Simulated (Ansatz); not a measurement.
# C2H6ClGaGeO2: the cost of one run

Program: Ansatz 0.2.0, Gaussian basis. Level of theory: one geometry, several basis sets. These are calculated values, not measurements.

The runs, in order: PBE0-D4/def2-SVP; ωB97M-V/def2-SVP; PBE0-D4/def2-QZVPP; ωB97M-V/def2-QZVPP; the functionals' def2-TZVPP values are taken from earlier runs.

### Step 1. The geometry

All runs share one geometry, relaxed beforehand with PBE0-D4 in a triple-zeta def2 set.

SMILES `[Cl][GeH]1[CH2][GaH][O]C[O]1`, 13 atoms, charge 0, spin multiplicity 1.

Atoms are counted from 1 here; the program's logs count them from 0.

Bond lengths: Cl1–Ge2 2.166 Å, Ge2–C3 1.929 Å, Ge2–O7 1.775 Å, Ge2–H8 1.530 Å, C3–Ga4 1.972 Å, C3–H9 1.091 Å, C3–H10 1.094 Å, Ga4–O5 1.790 Å, Ga4–H11 1.552 Å, O5–C6 1.388 Å, C6–O7 1.406 Å, C6–H12 1.095 Å, C6–H13 1.099 Å. Angles: Cl1–Ge2–C3 106.7°, Cl1–Ge2–O7 107.8°, Cl1–Ge2–H8 108.5°, C3–Ge2–O7 106.7°, C3–Ge2–H8 120.9°, O7–Ge2–H8 105.7°, Ge2–C3–Ga4 104.5°, Ge2–C3–H9 112.1°, Ge2–C3–H10 109.8°, Ga4–C3–H9 112.7°, Ga4–C3–H10 109.4°, H9–C3–H10 108.3°, C3–Ga4–O5 114.4°, C3–Ga4–H11 132.0°, O5–Ga4–H11 113.6°, Ga4–O5–C6 128.0°, O5–C6–O7 115.1°, O5–C6–H12 108.4° and more.

### Step 2. PBE0-D4 in def2-SVP

The input, in.yaml:

```yaml
crystal:
  periodic: [false, false, false]
  atoms:
    - {symbol: Cl, position_ang: [-0.137101, 0.375917, 2.664841]}
    - {symbol: Ge, position_ang: [-0.172457, -1.034371, 1.021445]}
    - {symbol: C, position_ang: [1.483714, -0.805094, 0.060349]}
    - {symbol: Ga, position_ang: [1.184506, 0.785107, -1.066408]}
    - {symbol: O, position_ang: [-0.518967, 1.330195, -1.140036]}
    - {symbol: C, position_ang: [-1.617125, 0.792417, -0.483515]}
    - {symbol: O, position_ang: [-1.474567, -0.548051, -0.082592]}
    - {symbol: H, position_ang: [-0.581632, -2.404888, 1.565534]}
    - {symbol: H, position_ang: [2.335754, -0.690109, 0.731577]}
    - {symbol: H, position_ang: [1.665757, -1.674354, -0.578751]}
    - {symbol: H, position_ang: [2.150898, 1.652933, -1.916368]}
    - {symbol: H, position_ang: [-2.471044, 0.806691, -1.169460]}
    - {symbol: H, position_ang: [-1.847737, 1.413597, 0.393372]}
basis:
  gaussian: {orbitals: def2-SVP}
hamiltonian: {xc: pbe0, dispersion: d4}
output: {orbitals: {seedname: orbitals}}
```

Launch:

```console
$ ansatz run in.yaml --threads 2 --pin off --events-out ev --progress --plain --max-ram 22528MiB --backend cpu
```

**Question.** How long does this run take on 2 threads of AMD EPYC 7R13, shared host, and how much memory does it need?

About 4.9 s, with a peak of 0.58 GiB.
